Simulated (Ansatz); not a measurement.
A nudged elastic band was laid between two geometries of a periodic cell of 63 atoms, Si$_{62}$C (host Si, host structure diamond, dopant C, one Si atom removed).

These are results of DFT PBE, scalar-relativistic, plane waves, PAW in Ansatz, not measurements. Settings: PAW set soft_1, cutoff 420 eV, k mesh 1x1x1, fermi-dirac smearing 0.05 eV, no spin polarisation.

| Item | Value |
| --- | --- |
| movable images | 3 |
| climbing image | yes |
| spring | 0.05 eV/Å² |
| optimiser | fire |
| start path | default |
| force threshold | 0.05 eV/Å |
| iteration limit | 50 |
| end points | relaxed |

First end point:

```xyz
63
Lattice="10.8600 0.0000 0.0000 0.0000 10.8600 0.0000 0.0000 0.0000 10.8600" Properties=species:S:1:pos:R:3
Si 5.427 0.000 0.009
Si 6.680 1.351 1.460
Si 8.094 2.677 0.058
Si 9.478 4.071 1.361
Si 8.071 -0.003 2.792
Si 9.490 1.357 4.076
Si -0.005 0.006 0.002
Si 1.364 1.366 1.369
Si 2.698 2.727 -0.008
Si 4.060 4.063 1.367
Si 5.420 5.434 0.000
Si 6.786 6.787 1.409
Si 8.161 8.126 0.055
Si 9.498 9.502 1.409
Si 2.848 0.286 2.854
C 3.692 1.735 3.698
Si 5.139 2.580 2.852
Si 6.680 3.974 4.081
Si 8.094 5.376 2.754
Si 9.495 6.792 4.062
Si 6.771 1.197 6.772
Si 8.079 2.651 5.433
Si 9.503 4.027 6.793
Si 8.158 -0.054 8.163
Si 9.497 1.371 9.503
Si -0.002 5.430 0.003
Si 1.356 6.809 1.361
Si 2.750 8.194 0.056
Si 4.076 9.607 1.458
Si -0.012 2.728 2.703
Si 1.361 4.064 4.066
Si 2.697 5.437 2.702
Si 4.070 6.795 4.074
Si 5.428 8.211 2.787
Si 6.747 9.533 4.258
Si 0.003 0.000 5.433
Si 1.454 1.351 6.685
Si 2.847 2.581 5.144
Si 4.076 3.973 6.686
Si 5.427 5.423 5.433
Si 6.810 6.733 6.816
Si 8.153 8.132 5.484
Si 9.553 9.476 6.814
Si 2.784 -0.003 8.076
Si 4.070 1.355 9.495
Si 5.428 2.648 8.083
Si 6.787 4.026 9.508
Si 8.163 5.378 8.169
Si 9.508 6.781 9.514
Si 0.051 8.193 2.754
Si 1.452 9.606 4.082
Si -0.006 5.434 5.426
Si 1.401 6.786 6.793
Si 2.779 8.207 5.433
Si 4.245 9.524 6.757
Si 0.053 2.677 8.100
Si 1.356 4.071 9.484
Si 2.750 5.375 8.099
Si 4.057 6.791 9.501
Si 5.480 8.131 8.160
Si 6.809 9.478 9.558
Si 0.049 8.126 8.168
Si 1.403 9.502 9.505
```

Last end point:

```xyz
63
Lattice="10.8600 0.0000 0.0000 0.0000 10.8600 0.0000 0.0000 0.0000 10.8600" Properties=species:S:1:pos:R:3
Si 5.430 0.000 0.007
Si 6.718 1.356 1.425
Si 8.098 2.715 0.002
Si 9.452 4.092 1.338
Si 8.046 0.004 2.820
Si 9.496 1.358 4.072
Si 0.006 -0.015 0.006
Si 1.347 1.409 1.347
Si 2.690 2.740 -0.053
Si 4.021 4.083 1.347
Si 5.445 5.424 0.006
Si 6.752 6.840 1.408
Si 8.146 8.144 0.024
Si 9.450 9.538 1.408
Si 2.746 0.172 2.746
C 5.814 -0.384 5.814
Si 5.258 2.684 2.746
Si 6.718 4.005 4.074
Si 8.098 5.428 2.715
Si 9.509 6.781 4.080
Si 6.657 1.065 6.657
Si 8.046 2.610 5.426
Si 9.450 4.022 6.752
Si 8.143 -0.013 8.143
Si 9.509 1.350 9.509
Si -0.008 5.438 -0.008
Si 1.338 6.838 1.338
Si 2.715 8.192 0.002
Si 4.074 9.572 1.425
Si -0.053 2.740 2.690
Si 1.347 4.083 4.021
Si 2.690 5.483 2.690
Si 4.072 6.794 4.072
Si 5.426 8.244 2.820
Si 6.657 9.633 4.365
Si 0.007 0.000 5.430
Si 1.425 1.356 6.718
Si 2.746 2.684 5.258
Si 4.074 4.005 6.718
Si 5.430 5.423 5.430
Si 6.804 6.775 6.804
Si 8.143 8.147 5.443
Si 9.515 9.486 6.804
Si 2.820 0.004 8.046
Si 4.072 1.358 9.496
Si 5.426 2.610 8.046
Si 6.752 4.022 9.450
Si 8.146 5.406 8.146
Si 9.503 6.787 9.503
Si 0.002 8.192 2.715
Si 1.425 9.572 4.074
Si 0.006 5.424 5.445
Si 1.408 6.840 6.752
Si 2.820 8.244 5.426
Si 4.365 9.633 6.657
Si 0.002 2.715 8.098
Si 1.338 4.092 9.452
Si 2.715 5.428 8.098
Si 4.080 6.781 9.509
Si 5.443 8.147 8.143
Si 6.804 9.486 9.515
Si 0.024 8.144 8.146
Si 1.408 9.538 9.450
```

Question: What changes between the two ends?

Answer: The atom that moves furthest is C16, by 3.67 Å; four of its nearest neighbours are Si38 1.88, Si17 1.88, Si15 1.88, Si8 3.31 Å at the first end and Si35 1.88, Si55 1.88, Si21 1.88, Si42 3.31 Å at the last.

Question: What energy profile does the band end with?

Answer: It converged. The highest image is number 2 of 0 to 4, 2.92 eV above the ends, which have the same energy within 2 meV. Neighbouring images differ by up to 1.7 eV, so the band resolves the path poorly. The order of the point at the top wasn't checked. Limits of this set-up: coarse k mesh, no spin, though dangling bonds at a vacancy may carry it, a typed lattice constant that wasn't relaxed here.

| image | path coordinate (Å) | energy (eV) | Si15–C16 (Å) | C16–Si17 (Å) | C16–Si38 (Å) |
| --- | --- | --- | --- | --- | --- |
| 0 | 0.00 | 0.00 | 1.88 | 1.88 | 1.88 |
| 1 | 1.37 | 1.72 | 1.91 | 1.92 | 2.19 |
| 2 | 2.78 | 2.92 | 1.97 | 2.38 | 3.54 |
| 3 | 4.17 | 1.73 | 3.33 | 3.24 | 3.79 |
| 4 | 5.56 | 0.00 | 4.37 | 4.37 | 4.37 |

Question: What is the geometry of the highest image?

Answer: 
```xyz
63
Lattice="10.8600 0.0000 0.0000 0.0000 10.8600 0.0000 0.0000 0.0000 10.8600" Properties=species:S:1:pos:R:3
Si 5.406 -0.006 0.019
Si 6.641 1.394 1.480
Si 8.075 2.731 0.067
Si 9.523 4.017 1.404
Si 8.096 0.017 2.676
Si 9.468 1.339 4.096
Si 0.162 0.037 0.094
Si 1.606 1.276 1.618
Si 2.714 2.702 0.109
Si 4.116 3.930 1.557
Si 5.399 5.372 0.051
Si 6.862 6.662 1.357
Si 8.156 8.104 0.009
Si 9.534 9.511 1.340
Si 3.160 -0.199 3.001
C 4.749 0.061 4.139
Si 5.062 2.250 3.263
Si 6.647 3.889 4.155
Si 8.100 5.283 2.804
Si 9.340 6.881 4.113
Si 6.654 1.180 6.901
Si 8.037 2.578 5.524
Si 9.468 4.058 6.803
Si 8.193 0.026 8.251
Si 9.579 1.392 9.613
Si -0.031 5.409 0.013
Si 1.346 6.792 1.319
Si 2.640 8.142 -0.121
Si 4.062 9.377 1.259
Si 0.046 2.669 2.774
Si 1.308 4.175 4.102
Si 2.700 5.455 2.718
Si 4.095 6.804 4.071
Si 5.439 8.042 2.591
Si 6.341 9.784 3.876
Si 0.032 0.021 5.415
Si 1.463 1.447 6.657
Si 2.842 2.825 5.260
Si 4.084 4.093 6.791
Si 5.440 5.457 5.459
Si 6.786 6.893 6.777
Si 7.895 8.403 5.351
Si 9.455 9.558 6.746
Si 2.857 0.079 7.963
Si 4.061 1.384 9.534
Si 5.417 2.714 8.169
Si 6.784 4.099 9.502
Si 8.129 5.475 8.131
Si 9.532 6.797 9.484
Si -0.030 8.125 2.727
Si 1.406 9.462 4.095
Si -0.079 5.537 5.467
Si 1.427 6.852 6.807
Si 2.863 8.267 5.471
Si 4.449 10.052 6.322
Si 0.033 2.726 8.135
Si 1.372 4.056 9.551
Si 2.718 5.427 8.176
Si 4.102 6.837 9.448
Si 5.386 8.343 8.006
Si 6.802 9.502 9.533
Si -0.021 8.189 8.092
Si 1.404 9.589 9.358
```

The run took 12 min on 4 threads of Arm Neoverse V1, with other jobs on the host, peak memory 2.7 GiB.
